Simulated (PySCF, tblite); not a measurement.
**C5H12BNO2: geometry, infrared bands and NMR shifts**

Aim: predict the infrared bands and NMR shifts of C5H12BNO2 (`CCB(NC(C)=O)OC`).

Computed with tblite 0.8.0 and PySCF 2.14.0, with density-fitted response routines of our own, on a single molecule in the gas phase. Atoms are numbered from 0 throughout.

## (1) The starting structure

21 atoms, charge 0, multiplicity 1; geometry from: force field or distance geometry start.

Bonds of the start (Å): C0–C1 1.49, C1–B2 1.59, B2–N3 1.51, N3–C4 1.42, C4–C5 1.49, C4–O6 1.27, B2–O7 1.47, O7–C8 1.38, C0–H9 1.14, C0–H10 1.10, C0–H11 1.12, C1–H12 1.11, C1–H13 1.13, N3–H14 1.06, C5–H15 1.10, C5–H16 1.12, C5–H17 1.10, C8–H18 1.12, C8–H19 1.11, C8–H20 1.13.

## (2) Optimising the geometry with GFN2-xTB

Job settings and geometry (Å):

```
{"job": {"kind": "relax", "xc": "GFN2-xTB", "basis": "xTB"}, "charge": 0, "multiplicity": 1}
C     -2.815000    -1.009400    -0.364900
C     -1.704100    -0.741000     0.591200
B     -0.627500     0.300300     0.051500
N      0.813800     0.011800     0.379600
C      1.604100    -0.795900    -0.485100
C      3.011900    -1.033600    -0.075900
O      1.152100    -1.274800    -1.571700
O     -1.062100     1.706200     0.086000
C      0.003100     2.543500    -0.176600
H     -3.768100    -0.798500     0.230100
H     -2.787500    -0.401600    -1.286500
H     -2.824300    -2.115300    -0.567600
H     -1.159600    -1.679400     0.839400
H     -2.103200    -0.279800     1.542100
H      1.245700     0.385400     1.267500
H      3.706100    -1.150700    -0.918000
H      3.089800    -1.936900     0.587400
H      3.320300    -0.170900     0.531800
H     -0.233100     3.249300    -1.017400
H      0.949900     1.990400    -0.350500
H      0.178900     3.218100     0.707000
```

The run is started by

```console
$ OMP_NUM_THREADS=1 python probes_run.py task.json out
```

One launch serves the whole session: the jobs run in the order shown.

**Question.** This job is followed by: GFN2-xTB harmonic vibrations, gas phase; GIAO PBE0/pcSseg-1 NMR shielding, non-relativistic, gas phase. What will the session give for the following? strongest single infrared mode (GFN2-xTB); zero-point energy (GFN2-xTB); 13C shifts against TMS (PBE0/pcSseg-1); 1H shifts against TMS (PBE0/pcSseg-1, means over atoms taken as alike); 11B shifts against BF3·OEt2 (PBE0/pcSseg-1); 15N shifts against NH3 (PBE0/pcSseg-1); 17O shifts against H2O (PBE0/pcSseg-1).

As calculated:

| quantity | value |
| --- | --- |
| strongest single infrared mode (GFN2-xTB) | 1374 cm⁻¹, 766 km/mol |
| zero-point energy (GFN2-xTB) | 108.8 kcal/mol |
| 13C shifts against TMS (PBE0/pcSseg-1) | 174.2, 52.2, 27.2, 15.4, 9.7 ppm |
| 1H shifts against TMS (PBE0/pcSseg-1, means over atoms taken as alike) | 5.52, 3.82, 1.98, 1.42, 0.90 ppm |
| 11B shifts against BF3·OEt2 (PBE0/pcSseg-1) | 32.0 ppm |
| 15N shifts against NH3 (PBE0/pcSseg-1) | 154.2 ppm |
| 17O shifts against H2O (PBE0/pcSseg-1) | 490.9, 101.2 ppm |

**Reading.** The optimisation took 263 steps and gained 1.794 eV; among the close pairs (by a distance rule), B2–O7 changed most, from 1.472 to 1.344 Å. All 57 modes are real, so the xTB geometry is a minimum. The strongest single mode, at 1374 cm⁻¹, is carried by H14, N3, C4. Unscaled tight-binding wavenumbers are off by several per cent, some by more. Its intensities can rank the bands wrongly. At PBE0/pcSseg-1: The widest tensor belongs to O6: span 853 ppm, with a paramagnetic part of -559 ppm.
